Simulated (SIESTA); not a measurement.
MgTiNbO4:

```xyz
7
Lattice="4.7103 -2.1029 0.0000 4.7103 2.1029 0.0000 -1.8668 0.0000 3.7668" Properties=species:S:1:pos:R:3 pbc="T T T"
Nb    0.0627    0.0000    0.0350
Ti    6.6661    0.0000    0.9684
Mg    3.8397    0.0000    1.9189
O     2.0140    0.0000    1.0003
O     4.7693    0.0000    0.0325
O     5.6712    0.0000    2.8240
O    -0.8670    0.0000    1.9204
```

The cell comes from a database or a generator and needn't be the stable form of this composition.

Base run:

```yaml
Program: SIESTA 5.4.2
Functional: PBE
Potentials_or_basis: PseudoDojo 0.4 standard (PBE files)
Basis: DZP (energy shift 0.003 Ry; two zetas on semicore shells)
Grid_cutoff: 800 Ry
Energy_shift: 0.003 Ry
k_mesh: 7 × 7 × 7
Occupations: fermi-dirac, width 0.05 eV
Spin: no spin polarisation
```

Its results: band gap on the k mesh none (metal or under the smearing width); pressure 2.2 GPa; largest force 0.130 eV/Å.

Question: The run is repeated on the same cell with these changes: functional from PBE to PBEsol; potentials or basis from PseudoDojo 0.4 standard (PBE files) to PseudoDojo 0.4 standard (PBEsol files). What comes out?

Answer: Band gap on the k mesh none (metal or under the smearing width); pressure -4.5 GPa; largest force 0.252 eV/Å.

Caveats: the basis of atomic orbitals isn't converged, which shifts pressures, moduli and gaps; an odd number of electrons without spin polarisation forces a metal; a magnetic or distorted state may lie lower; semilocal functionals often make such compounds metallic where correlation or magnetic order opens a gap, which also shifts bond lengths.

Not every run made on this cell is shown here.
